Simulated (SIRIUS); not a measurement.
# InPt (R-3m) in SIRIUS: reference runs

Reference runs on InPt: the cell as given.

All numbers are computed with SIRIUS 7.12.0; they aren't measurements. Logs are shortened: lines on timing, memory, paths and dates and some standing lists are left out, and cuts for length are marked. The log counts tension as positive stress, the text compression.

**1. Starting point**

It takes space group R-3m (No. 166, trigonal). The conventional cell has a = 3.165 Å, b = 3.165 Å, c = 12.986 Å, α = 90.00°, β = 90.00°, γ = 120.00°. Pt (site symmetry -3m) has 6 In at 2.83 Å and 6 Pt at 3.16 Å as nearest neighbours. Around In (site symmetry -3m) lie 6 Pt at 2.83 Å and 6 In at 3.16 Å.

The cell comes from a database or a generator and needn't be the stable form of this composition.

**2. Single point, PBEsol**

Contents of sirius.json:

```json
{
  "control": {
    "processing_unit": "cpu",
    "verbosity": 2,
    "num_bands_to_print": 24,
    "print_forces": true,
    "print_stress": true
  },
  "parameters": {
    "electronic_structure_method": "pseudopotential",
    "xc_functionals": ["XC_GGA_X_PBE_SOL", "XC_GGA_C_PBE_SOL"],
    "gk_cutoff": 9.2,
    "pw_cutoff": 18.4,
    "ngridk": [10, 10, 10],
    "shiftk": [0, 0, 0],
    "smearing": "fermi_dirac",
    "smearing_width": 0.0018374661,
    "num_bands": 24,
    "num_mag_dims": 0,
    "num_dft_iter": 100,
    "energy_tol": 1e-08,
    "density_tol": 1e-06
  },
  "iterative_solver": {
    "type": "davidson",
    "min_tolerance": 1e-10
  },
  "mixer": {
    "type": "anderson",
    "beta": 0.7,
    "max_history": 8
  },
  "settings": {
    "tol_ne": 1e-10,
    "pseudo_grid_cutoff": 6.5
  },
  "unit_cell": {
    "lattice_vectors": [
      [2.990383994049, 1.72649900388, 8.179933606955],
      [-2.990383994049, 1.72649900388, 8.179933606955],
      [0.0, -3.452998007949, 8.179933606955]
    ],
    "atom_coordinate_units": "lattice",
    "atom_types": ["Pt", "In"],
    "atom_files": {
      "Pt": "Pt.json",
      "In": "In.json"
    },
    "atoms": {
      "Pt": [
        [0.0, 0.0, 0.0]
      ],
      "In": [
        [0.5, 0.5, 0.5]
      ]
    }
  }
}
```

Potentials or basis: PseudoDojo 0.4.1 PBEsol standard (scalar relativistic).

The run is started by

```bash
> upf_to_json Pt.upf
> upf_to_json In.upf
> OMP_NUM_THREADS=1 sirius.scf --input=sirius.json --output=out.json --task=0
```

The program printed:

```text
[info] SIRIUS version : 7.12.0
[info] number of MPI ranks           : 1
[info] MPI grid                      : 1 1
[info] maximum number of OMP threads : 1
[fft] FFT context for density and potential
[fft] =====================================
[fft]   comm size                             : 1
[fft]   plane wave cutoff                     : 18.4
[fft]   grid size                             : 60 60 60   total : 216000
[fft]   grid limits                           : -29 30   -29 30   -29 30
[fft]   number of G-vectors within the cutoff : 13341
[fft]   local number of G-vectors             : 13341
[fft]   number of G-shells                    : 2522
[fft] FFT context for coarse grid
[fft] =====================================
[fft]   comm size                             : 1
[fft]   plane wave cutoff                     : 18.4
[fft]   grid size                             : 60 60 60   total : 216000
[fft]   grid limits                           : -29 30   -29 30   -29 30
[fft]   number of G-vectors within the cutoff : 13341
[fft]   local number of G-vectors             : 13341
[fft]   number of G-shells                    : 2522
[unit cell] lattice vectors
[unit cell]   a1 :       2.9903839940      1.7264990039      8.1799336070
[unit cell]   a2 :      -2.9903839940      1.7264990039      8.1799336070
[unit cell]   a3 :       0.0000000000     -3.4529980079      8.1799336070
[unit cell] reciprocal lattice vectors
[unit cell]   b1 :       1.0505649642      0.6065439649      0.2560405992
[unit cell]   b2 :      -1.0505649642      0.6065439649      0.2560405992
[unit cell]   b3 :       0.0000000000     -1.2130879297      0.2560405992
[unit cell] unit cell volume :       253.39282929 [a.u.^3]
[unit cell] 1/sqrt(omega)    :         0.06282071
[unit cell] MT volume        :         0.00000000 ( 0.00%)
[unit cell] IT volume        :       253.39282929 (100.00%)
[unit cell] number of atom types : 2
[unit cell] type id : 0 symbol : Pt mt_radius :  13.570000 num_atoms : 1
[unit cell] type id : 1 symbol : In mt_radius :  19.390000 num_atoms : 1
[unit cell] total number of atoms : 2
[unit cell] number of symmetry classes : 2
[unit cell] number of PAW atoms : 0
[unit cell] atom id  type id  class id             position                      vector_field
[unit cell] ------------------------------------------------------------------------------------------
[unit cell]      0        0        0      0.00000   0.00000   0.00000      0.00000   0.00000   0.00000
[unit cell]      1        1        1      0.50000   0.50000   0.50000      0.00000   0.00000   0.00000
[unit cell] atom id         position (Cartesian, a.u.)
[unit cell] ---------------------------------------------
[unit cell]      0       0.000000    0.000000    0.000000
[unit cell]      1       0.000000   -0.000000   12.269900
[unit cell] class id : 0 atom id : 0
[unit cell] class id : 1 atom id : 1
[unit cell] minimum bond length:     5.352665
[unit cell] total number of pseudo wave-functions: 19
[sym] space group number   : 166
[sym] international symbol : R-3m
[sym] Hall symbol          : -R 3 2"
[sym] space group transformation matrix :
[sym]   0.6667 -0.3333 -0.3333
[... 221 lines left out ...]
[diagonalize] iterative solver tolerance (occupied, empty): 0.000449893 0.000449893
[diagonalize] average number of iterations: 1.82759
[find] Total energy                   :    -196.87151238 (Ha),    -393.74302477 (Ry)
[... 60 lines left out ...]
[find] | SCF iteration  12 out of 100|
[diagonalize] iterative solver tolerance (occupied, empty): 1.85578e-07 1.85578e-07
[diagonalize] average number of iterations: 1.7069
[find] Total energy                   :    -196.87151970 (Ha),    -393.74303941 (Ry)
[find] Free energy (E-TS)             :    -196.87179558 (Ha),    -393.74359116 (Ry)
[find] band gap (eV)                  :       0.00000000
[find] Efermi                         :       0.61535274
[find] iteration : 12, RMS (target) : 1.9495e-06 (1.0000e-06) , energy difference (target) : -1.0378e-08 (1.0000e-08)
[find] bands are converged : true
[find] iterative solver converged : false
[find] +------------------------------+
[find] | SCF iteration  13 out of 100|
[find] +------------------------------+
[diagonalize] iterative solver tolerance (occupied, empty): 9.27888e-08 9.27888e-08
[diagonalize] average number of iterations: 2.00862
[diagonalize] Lowest band energies
[diagonalize] ik:    0   -2.996855   -1.315563   -1.307118   -1.307118    0.073244    0.075773    0.075773    0.086146    0.086146    0.230848    0.447200    0.512077    0.512077    0.542741    0.542741    0.568323    0.725362    0.996090    0.996090    1.035816    1.088556    1.180133    1.180134    1.214600
[diagonalize] ik:    1   -2.996845   -1.315533   -1.307394   -1.307190    0.074069    0.075734    0.077317    0.085200    0.086040    0.239573    0.452337    0.505908    0.517460    0.518332    0.539829    0.599754    0.729627    0.938379    0.985152    1.030332    1.083243    1.134363    1.161820    1.235125
[diagonalize] ik:    2   -2.996819   -1.315454   -1.308115   -1.307376    0.072876    0.078872    0.081375    0.082758    0.085822    0.265548    0.461244    0.489090    0.502155    0.530772    0.533946    0.635017    0.750003    0.835495    0.961748    1.013301    1.027928    1.113989    1.115010    1.269957
[diagonalize] ik:    3   -2.996788   -1.315356   -1.309002   -1.307606    0.070681    0.079796    0.083293    0.084836    0.087264    0.307586    0.452594    0.479820    0.505116    0.522602    0.553634    0.647587    0.747974    0.799868    0.930791    0.939259    0.995439    1.056313    1.128650    1.191488
[diagonalize] ik:    4   -2.996763   -1.315277   -1.309718   -1.307792    0.068859    0.077472    0.084800    0.086776    0.091404    0.361293    0.440953    0.470142    0.500838    0.515075    0.572999    0.635155    0.720598    0.836350    0.879663    0.925143    0.979665    1.009040    1.069782    1.159873
[diagonalize] ...
[diagonalize] ik:  111   -2.996845   -1.315562   -1.307396   -1.307193    0.074957    0.076514    0.077881    0.085747    0.087086    0.299716    0.364801    0.488745    0.502826    0.511390    0.535524    0.537948    0.944863    0.986916    1.010154    1.069337    1.104909    1.122351    1.158207    1.194975
[diagonalize] ik:  112   -2.996819   -1.315475   -1.308113   -1.307378    0.072952    0.079734    0.081874    0.082148    0.086341    0.322106    0.385688    0.493585    0.496372    0.523696    0.536198    0.538299    0.828684    0.939602    1.008195    1.063972    1.068551    1.114179    1.155427    1.200577
[diagonalize] ik:  113   -2.996845   -1.315563   -1.307396   -1.307193    0.074995    0.076525    0.077885    0.085860    0.086994    0.305057    0.358325    0.488335    0.502533    0.511380    0.535805    0.536603    0.955065    0.996155    1.019306    1.035197    1.106851    1.140276    1.157558    1.173873
[diagonalize] ik:  114   -2.996827   -1.315502   -1.307873   -1.307340    0.074959    0.076557    0.081461    0.083319    0.086425    0.317876    0.375651    0.493399    0.496081    0.521288    0.535482    0.536233    0.892824    0.895840    1.045291    1.065821    1.093934    1.123386    1.152828    1.157803
[diagonalize] ik:  115   -2.996854   -1.315598   -1.307122   -1.307122    0.074643    0.076390    0.076390    0.087360    0.087360    0.302159    0.344980    0.484984    0.505913    0.505913    0.536777    0.536777    1.016436    1.045625    1.062240    1.062240    1.081151    1.101628    1.101628    1.147589
[find] Charges and magnetic moments
[find] --------------------------------------------------------------------------------
[find] total charge          : 31.000000
[find] Energy
[find] --------------------------------------------------------------------------------
[find] valence_eval_sum               :      -6.74280398
[find] <rho|V^{XC}>                   :     -28.61192520
[find] <rho|E^{XC}>                   :     -43.50482757
[find] <mag|B^{XC}>                   :       0.00000000
[find] <rho|V^{H}>                    :      71.55209064
[find] one-electron contribution      :     -49.68296942 (Ha),     -99.36593884 (Ry)
[find] hartree contribution           :      35.77604532
[find] xc contribution                :     -43.50482757
[find] ewald contribution             :    -139.45976900
[find] PAW contribution               :       0.00000000
[find] smearing (-TS)                 :      -0.00027588
[find] SCF correction                 :       0.00000095
[find] Total energy                   :    -196.87151971 (Ha),    -393.74303941 (Ry)
[find] Free energy (E-TS)             :    -196.87179558 (Ha),    -393.74359117 (Ry)
[find] band gap (eV)                  :       0.00000000
[find] Efermi                         :       0.61535261
[find] iteration : 13, RMS (target) : 8.1364e-07 (1.0000e-06) , energy difference (target) : -3.4284e-09 (1.0000e-08)
[find] bands are converged : true
[find] iterative solver converged : false
[find] converged after 14 SCF iterations!
[find] Charges and magnetic moments
[find] --------------------------------------------------------------------------------
[find] total charge          : 31.000000
[find] Energy
[find] --------------------------------------------------------------------------------
[find] valence_eval_sum               :      -6.74280398
[find] <rho|V^{XC}>                   :     -28.61192520
[find] <rho|E^{XC}>                   :     -43.50482757
[find] <mag|B^{XC}>                   :       0.00000000
[find] <rho|V^{H}>                    :      71.55209064
[find] one-electron contribution      :     -49.68296942 (Ha),     -99.36593884 (Ry)
[find] hartree contribution           :      35.77604532
[find] xc contribution                :     -43.50482757
[find] ewald contribution             :    -139.45976900
[find] PAW contribution               :       0.00000000
[find] smearing (-TS)                 :      -0.00027588
[find] SCF correction                 :       0.00000095
[find] Total energy                   :    -196.87151971 (Ha),    -393.74303941 (Ry)
[find] Free energy (E-TS)             :    -196.87179558 (Ha),    -393.74359117 (Ry)
[find] band gap (eV)                  :       0.00000000
[find] Efermi                         :       0.61535261
[ground_state] === stress tensor components [kbar] ===
[ground_state] === stress_kin ===
[ground_state] -61384.386818    0.000000    0.000000
[ground_state]     0.000000-61384.386818   -0.000000
[ground_state]     0.000000   -0.000000-61152.885139
[ground_state] === stress_har ===
[ground_state] -13402.571092    0.000000   -0.000000
[ground_state]     0.000000-13402.571092   -0.000000
[ground_state]    -0.000000   -0.000000-14733.817623
[ground_state] === stress_ewald ===
[ground_state] 55585.006490    0.000000    0.000000
[ground_state]     0.00000055585.006490    0.000000
[ground_state]     0.000000    0.00000050754.360915
[ground_state] === stress_vloc ===
[ground_state]  6969.382034    0.000000    0.000000
[ground_state]     0.000000 6969.382034    0.000000
[ground_state]     0.000000    0.00000012894.412316
[ground_state] === stress_xc ===
[ground_state] -17096.838344    0.000000    0.000000
[ground_state]     0.000000-17096.838344   -0.000000
[ground_state]     0.000000   -0.000000-17103.807274
[ground_state] === stress_core ===
[ground_state] 28126.926641    0.000000   -0.000000
[ground_state]     0.00000028126.926641    0.000000
[ground_state]    -0.000000    0.00000028105.625073
[ground_state] === stress_nonloc ===
[ground_state]  1268.967272    0.000000    0.000000
[ground_state]     0.000000 1268.967272    0.000000
[ground_state]     0.000000    0.000000 1301.320731
[ground_state] === stress_us_nl ===
[ground_state]  1268.967272    0.000000    0.000000
[ground_state]     0.000000 1268.967272    0.000000
[ground_state]     0.000000    0.000000 1301.320731
[ground_state] === stress_total ===
[ground_state]    66.486183    0.000000    0.000000
[ground_state]     0.000000   66.486183    0.000000
[ground_state]     0.000000    0.000000   65.208999
[ground_state] ==== total Forces in Ha/bohr =====
[ground_state] atom:    0, force:       0.0000000      0.0000000      0.0000000
[... 14 lines left out ...]
[ground_state] atom:    0, force:       0.0000000      0.0000000      0.0000000
[ground_state] atom:    1, force:       0.0000000      0.0000000      0.0000000
[~DFT_ground_state] local op. applied: 83852
[~DFT_ground_state] evp. work count: 14427.1
[~DFT_ground_state] number of iterative solver steps: 3868
```

Run time: 3.5 min. Hardware: 1 thread of Intel Xeon 6975P-C (Granite Rapids), shared host; peak memory 1.1 GiB.

What came out:

| Item | Value |
| --- | --- |
| Free energy | -5357.1545 eV |
| Pressure | -6.6 GPa |
| Band gap on the k mesh | none (metal or under the smearing width) |

Stress tensor (GPa, compression positive):
```
-6.65  0.00  0.00
 0.00 -6.65  0.00
 0.00  0.00 -6.52
```

Spin-orbit coupling is left out, which matters for the levels of Pt.
